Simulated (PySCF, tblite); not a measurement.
# C4H6FOSi radical: geometry, infrared bands and EPR parameters

Aim: predict the infrared bands and EPR parameters of C4H6FOSi radical (`O=C1[CH][C@H]([SiH2]F)C1`).

The runs use tblite 0.8.0 and PySCF 2.14.0, with density-fitted response routines of our own; the level of theory stands in each step. All values are computed, except where a source is named. Atoms count from 0, in the outputs and in this text.

## (1) The starting structure

13 atoms, charge 0, multiplicity 2; geometry from: force field or distance geometry start.

Bonds of the start (Å): O0–C1 1.20, C1–C2 1.48, C2–C3 1.50, C3–Si4 1.87, Si4–F5 1.67, C3–C6 1.52, C6–C1 1.50, C2–H7 1.13, C3–H8 1.08, Si4–H9 1.47, Si4–H10 1.49, C6–H11 1.09, C6–H12 1.12.

## (2) Relaxing the molecule with GFN2-xTB

What the job is given:

```
{"job": {"kind": "relax", "xc": "GFN2-xTB", "basis": "xTB"}, "charge": 0, "multiplicity": 2}
O     -1.376000    -1.915600    -0.918000
C     -1.117600    -0.820000    -0.502700
C     -0.808800     0.481100    -1.135800
C      0.040000     0.790100     0.060600
Si     1.696500    -0.064900    -0.066400
F      2.815400     1.072200    -0.574300
C     -0.910800    -0.132600     0.813800
H     -1.780600     1.060000    -1.189600
H      0.031100     1.793000     0.463400
H      2.002000    -0.625900     1.260100
H      1.656500    -1.222200    -0.997500
H     -1.822500     0.349100     1.168300
H     -0.429700    -0.764000     1.600400
```

On the command line:

```
> OMP_NUM_THREADS=1 python probes_run.py task.json out
```

The driver reads the jobs from task.json and runs them one after another.

Log:

```text
step      E/eV     max force
  0    -600.84765    2.076
  1    -601.04950    1.438
  2    -601.11736    2.238
  3    -601.19146    1.014
  4    -601.25066    0.864
  5    -601.31498    1.147
  6    -601.36582    0.913
  7    -601.42435    0.755
  8    -601.47618    0.748
  9    -601.51588    0.621
 10    -601.55507    0.681
 11    -601.60150    0.605
 12    -601.64780    0.867
 13    -601.68291    0.855
 14    -601.70121    1.057
 15    -601.74006    0.470
 16    -601.77266    0.543
 17    -601.81366    0.743
 18    -601.85406    0.978
 19    -601.88330    0.745
 20    -601.90647    0.415
 21    -601.92135    0.450
 22    -601.94238    0.423
 23    -601.95455    0.324
 24    -601.96377    0.239
 25    -601.96985    0.403
 26    -601.97543    0.325
 27    -601.98119    0.260
 28    -601.98584    0.180
 29    -601.99123    0.176
 30    -601.99721    0.264
 31    -602.00344    0.275
 32    -602.00945    0.350
 33    -602.01373    0.234
 34    -602.01735    0.188
 35    -602.02029    0.162
 36    -602.02429    0.170
 37    -602.02778    0.186
 38    -602.03257    0.209
 39    -602.03639    0.146
 40    -602.03877    0.096
 41    -602.03984    0.084
 42    -602.04078    0.075
 43    -602.04182    0.086
 44    -602.04281    0.080
 45    -602.04357    0.063
 46    -602.04408    0.056
 47    -602.04447    0.053
 48    -602.04488    0.051
 49    -602.04542    0.071
 50    -602.04606    0.077
 51    -602.04661    0.066
 52    -602.04697    0.070
 53    -602.04725    0.059
 54    -602.04751    0.046
 55    -602.04779    0.049
 56    -602.04812    0.049
 57    -602.04850    0.044
 58    -602.04886    0.047
 59    -602.04913    0.049
 60    -602.04936    0.048
 61    -602.04963    0.048
 62    -602.04999    0.040
 63    -602.05039    0.045
 64    -602.05072    0.045
 65    -602.05091    0.052
 66    -602.05104    0.032
 67    -602.05117    0.037
 68    -602.05130    0.024
 69    -602.05140    0.022
 70    -602.05147    0.029
 71    -602.05152    0.029
 72    -602.05161    0.026
 73    -602.05172    0.027
 74    -602.05181    0.020
 75    -602.05187    0.022
 76    -602.05192    0.022
 77    -602.05201    0.025
 78    -602.05220    0.042
 79    -602.05254    0.056
 80    -602.05298    0.064
 81    -602.05334    0.056
 82    -602.05357    0.043
 83    -602.05378    0.039
 84    -602.05415    0.047
 85    -602.05480    0.069
 86    -602.05557    0.071
 87    -602.05613    0.038
 88    -602.05631    0.094
 89    -602.05659    0.041
 90    -602.05673    0.028
 91    -602.05700    0.025
 92    -602.05712    0.025
 93    -602.05738    0.024
 94    -602.05753    0.034
 95    -602.05761    0.020
 96    -602.05768    0.035
 97    -602.05776    0.020
 98    -602.05780    0.015
 99    -602.05781    0.010
100    -602.05782    0.008
```

Run time: 2.1 s. Hardware: 1 thread of Intel Xeon at 2.50GHz, shared host.

Step by step: (not every step is listed)

```
step  energy from step 0 (eV)  largest force (eV/Å)
   0                   0.0000                2.0763
   1                  -0.2018                1.4380
   2                  -0.2697                2.2378
   3                  -0.3438                1.0138
   4                  -0.4030                0.8644
   5                  -0.4673                1.1467
   6                  -0.5182                0.9134
   7                  -0.5767                0.7546
   8                  -0.6285                0.7479
  16                  -0.9250                0.5432
  24                  -1.1161                0.2389
  32                  -1.1618                0.3501
  40                  -1.1911                0.0955
  48                  -1.1972                0.0507
  56                  -1.2005                0.0487
  64                  -1.2031                0.0450
  72                  -1.2040                0.0256
  80                  -1.2053                0.0640
  88                  -1.2087                0.0938
  95                  -1.2100                0.0201
  96                  -1.2100                0.0349
  97                  -1.2101                0.0202
  98                  -1.2101                0.0153
  99                  -1.2102                0.0095
 100                  -1.2102                0.0081
```

Distances of close pairs at the start and the end, largest changes first:

```
   bond  before (Å)  after (Å)  change (Å)
 Si4–F5       1.674      1.608      -0.067
  C2–H7       1.132      1.075      -0.058
 C3–Si4       1.868      1.923      +0.054
  C1–C2       1.480      1.427      -0.053
  C1–C6       1.499      1.536      +0.036
Si4–H10       1.486      1.450      -0.036
 C6–H12       1.118      1.088      -0.029
  C2–C3       1.499      1.470      -0.029
```

The next job starts from the end point, and lists it.

## (3) Harmonic vibrations with GFN2-xTB

What the job is given:

```
{"job": {"kind": "ir", "xc": "GFN2-xTB", "basis": "xTB"}, "charge": 0, "multiplicity": 2}
O     -2.492400    -1.364677    -0.866322
C     -1.608269    -0.630801    -0.471350
C     -0.806197     0.405618    -1.035564
C     -0.032458     0.604510     0.198001
Si     1.808865     0.081762     0.014527
F      2.487123     1.188654    -0.933547
C     -0.930701    -0.444100     0.894310
H     -0.779585     0.898597    -1.990309
H     -0.052653     1.615857     0.612947
H      2.485045     0.192766     1.297106
H      1.945845    -1.183234    -0.681578
H     -1.598764    -0.040032     1.651752
H     -0.430239    -1.324433     1.292300
```

Log:

```text
mode    cm-1     km/mol
  1      41.7      6.34
  2      78.0      6.55
  3     133.1      7.15
  4     246.5      3.94
  5     265.4      2.71
  6     395.1      7.37
  7     474.4     13.08
  8     495.9     68.40
  9     552.3     41.45
 10     563.9     91.26
 11     640.1     17.99
 12     707.4    168.85
 13     744.0      9.91
 14     752.3    254.84
 15     830.7    249.11
 16     904.9     16.23
 17     922.8     21.89
 18     981.8      9.08
 19    1022.8     19.97
 20    1045.9     36.03
 21    1076.1     48.58
 22    1126.3     79.75
 23    1184.6      1.74
 24    1206.3      3.88
 25    1270.9     19.45
 26    1447.9      5.23
 27    1723.6    448.34
 28    2341.2    259.04
 29    2380.3    168.36
 30    2912.3     25.31
 31    3005.4     26.83
 32    3017.7     20.52
 33    3116.1     22.28
```

Wall time 1.4 s (1 thread of Intel Xeon at 2.50GHz, shared host).

Which atoms move in the most intense modes:

```
cm⁻¹  km/mol                                atoms
 564    91.3  C2 23 %, H7 23 %, C1 19 %, Si4 10 %
 707   168.8                    H9 45 %, H10 44 %
 752   254.8                    H10 49 %, H9 46 %
 831   249.1                    F5 56 %, Si4 42 %
1126    79.8  H11 23 %, C3 23 %, C2 18 %, H8 14 %
1724   448.3                     C1 67 %, O0 31 %
2341   259.0                              H9 94 %
2380   168.4                             H10 95 %
```

## (4) g tensor and hyperfine couplings: B3LYP/pcH-1

The job, as its differences from that of step 3:

```diff
@@ -1,2 +1,2 @@
-{"job": {"kind": "ir", "xc": "GFN2-xTB", "basis": "xTB"}, "charge": 0, "multiplicity": 2}
+{"job": {"kind": "epr", "basis": "pcH-1"}, "charge": 0, "multiplicity": 2}
 O     -2.492400    -1.364677    -0.866322
```

With the program's defaults for keys left out, this is: UKS B3LYP, pcH-1 on C F H O Si, non-relativistic, mean-field spin-orbit, GIAO.

Log:

```text
UKS, coarse grid
  cycle   1  E = -620.41274534  |g| = 7.10e-01
  cycle   2  E = -619.11708451  |g| = 1.78e+00
  cycle   3  E = -620.53226248  |g| = 3.85e-01
  cycle   4  E = -620.59970453  |g| = 8.78e-02
  cycle   5  E = -620.60243371  |g| = 3.66e-02
  cycle   6  E = -620.60299223  |g| = 1.80e-02
  cycle   7  E = -620.60318779  |g| = 5.20e-03
  cycle   8  E = -620.60323320  |g| = 2.38e-03
  cycle   9  E = -620.60323617  |g| = 1.19e-03
  cycle  10  E = -620.60323894  |g| = 5.08e-04
UKS, final grid
  cycle   1  E = -620.60313535  |g| = 8.72e-04
  cycle   2  E = -620.60313423  |g| = 1.98e-03
  cycle   3  E = -620.60313567  |g| = 1.28e-04
  cycle   4  E = -620.60313568  |g| = 5.88e-05
  cycle   5  E = -620.60313569  |g| = 2.92e-05
E = -620.60313569 Eh   <S^2> = 0.7613 (exact 0.7500)
g shifts (ppm)      1          2          3
  rmc          -192       -192       -192
  gc             -9         28         26
  oz_so          45       1236       6182
  total        -156       1072       6016
hyperfine (MHz)  atom isotope    a_iso     a_fc   dipolar eigenvalues
    0   17O     -19.32     -18.76    -88.60     43.91     44.69
    1   13C     -35.96     -36.04     -9.46     -0.13      9.59
    2   13C      62.41      62.60    -59.88    -58.70    118.58
    3   13C     -21.50     -21.52     -4.88     -1.32      6.20
    4  29Si     -98.86     -98.97    -18.32      8.65      9.67
    5   19F       0.39       0.30     -7.00     -5.54     12.54
    6   13C       1.51       1.50     -1.29     -0.87      2.16
    7    1H     -46.92     -46.91    -27.37     -1.68     29.05
    8    1H     108.55     108.54     -4.50     -3.10      7.60
    9    1H      27.20      27.20     -1.70     -0.92      2.62
   10    1H      -0.75      -0.75     -2.65     -1.40      4.06
   11    1H     -10.08     -10.08     -2.86     -1.38      4.24
   12    1H      -5.22      -5.23     -2.61     -1.03      3.63
```

Run time: 2.6 min. Hardware: 1 thread of Intel Xeon at 2.50GHz, shared host; peak memory 0.9 GiB.

Principal g values 2.00216, 2.00339, 2.00834; g(iso) = 2.00463, against 2.00232 for a free electron.

Hyperfine couplings, nucleus by nucleus at this fixed geometry (no averaging over rotations):

```
nuclei  isotope  a(iso) (MHz)  a(iso) (G, at g = 2.0023)  largest dipolar term (MHz)
    H8       1H         108.6                       38.7                         7.6
   Si4     29Si         -98.9                      -35.3                       -18.3
    C2      13C          62.4                       22.3                       118.6
    H7       1H         -46.9                      -16.7                        29.1
    C1      13C         -36.0                      -12.8                         9.6
    H9       1H          27.2                        9.7                         2.6
    C3      13C         -21.5                       -7.7                         6.2
    O0      17O         -19.3                       -6.9                       -88.6
   H11       1H         -10.1                       -3.6                         4.2
   H12       1H          -5.2                       -1.9                         3.6
    C6      13C           1.5                        0.5                         2.2
   H10       1H          -0.7                       -0.3                         4.1
    F5      19F           0.4                        0.1                        12.5
```

Mulliken spin populations:

O0 0.29; C1 -0.09; C2 0.76; C3 -0.05; Si4 0.05; F5 0.00; C6 0.01; H7 -0.03; H8 0.05; H9 0.02; H10 0.00; H11 0.00; H12 0.00

In first order the couplings over 0.8 MHz of 1H give 32 distinct lines over 70.6 G.

Orbitals, density, ELF and potential are computed afterwards from the orbital file.

ELF in a plane through or near 6 of the atoms.

Ten even steps from '0' (0.00) to '9' (1.00):
```
0000000000000000000000000000
0000000000000000000000000000
0000000000000000000000000000
0000000000000000000000000000
0000025763000000001000000000
0000499998100011234310000000
0001899999300035688830000000
0002999999311244488710000000
0000268985476694145300000000
0000001310298377566410000000
0000145631398364245542210000
0001478774255794587532210000
0001488585101452174201100000
0000267874000599862000000000
0000012321001899981000000000
0000000000001899971000000000
0000000000000278620000000000
0000000000000000000000000000
0000000000000000000000000000
0000000000000000000000000000
```
The map spans 10.7 Å across and 9.6 Å up, centred on the molecule. Atoms in the plane (x, y in Å): C2 (0.7, -1.2), C3 (-0.1, 0.0), F5 (-2.7, -1.1), C6 (1.0, 0.9), H7 (0.6, -2.2), H9 (-2.5, 1.3).

log10 of the density (e/Å³) in the same plane.

Ten even steps from ' ' (-4.0) to '@' (1.3):
```
                                                        
                                                        
                                ..                      
          ............    ..::::::::::..                
      ..::::--------::::::::----====----::..            
      ..::--========--------==++++++====--::..          
    ..::--++++****++========++**####**++==--::          
    ..::==++**####**++++++++**########**==--::..        
    ..::==++**************######%%##****====--::..      
    ..::--++++********##############****++====--::      
    ..--==****##******####%%##########****++====::..    
    ..==++##%%%%##********####%%######**++++====::..    
    ..==++##%%@@%%**++++++**##@@%%##**++++====--::      
    ..--++**####****======**######**++====----::..      
      ..--==++++====----==++######++==--::::..          
        ..::------::::::--==++**++==--::..              
                      ..::----==----::..                
                        ....::::::....                  
                                                        
                                                        
```
The map spans 10.7 Å across and 9.6 Å up, centred on the molecule. Atoms in the plane (x, y in Å): C2 (0.7, -1.2), C3 (-0.1, 0.0), F5 (-2.7, -1.1), C6 (1.0, 0.9), H7 (0.6, -2.2), H9 (-2.5, 1.3).

On the surface of density 0.002 e/bohr³ the electrostatic potential runs, from the 1st to the 99th percentile, from -1.70 V near O0 to 1.72 V near H12.

The spin density lies nearest to C2 48 %; O0 23 %; C1 7 % (both signs); H7 6 %.

## (5) What came out

| quantity | value |
| --- | --- |
| strongest single infrared mode (GFN2-xTB) | 1724 cm⁻¹, 448 km/mol |
| zero-point energy (GFN2-xTB) | 53.8 kcal/mol |
| g(iso) (B3LYP) | 2.00463 |
| ⟨S²⟩ | 0.761 (exact 0.75) |
| largest a(iso) | 1H on H8, 108.6 MHz |
| surface potential, 1st and 99th percentile | -1.70 V and 1.72 V |

In words: The optimisation took 100 steps and gained 1.210 eV; among the close pairs (by a distance rule), Si4–F5 changed most, from 1.674 to 1.608 Å. All 33 modes are real, so the xTB geometry is a minimum. The strongest single mode, at 1724 cm⁻¹, moves mainly C1. GFN2-xTB is a fitted tight-binding method: band positions and strengths are rough. Its intensities can rank the bands wrongly. C2 carries the largest spin population, 0.76 e. The isotropic g lies 2.3 ppt above the free-electron value.
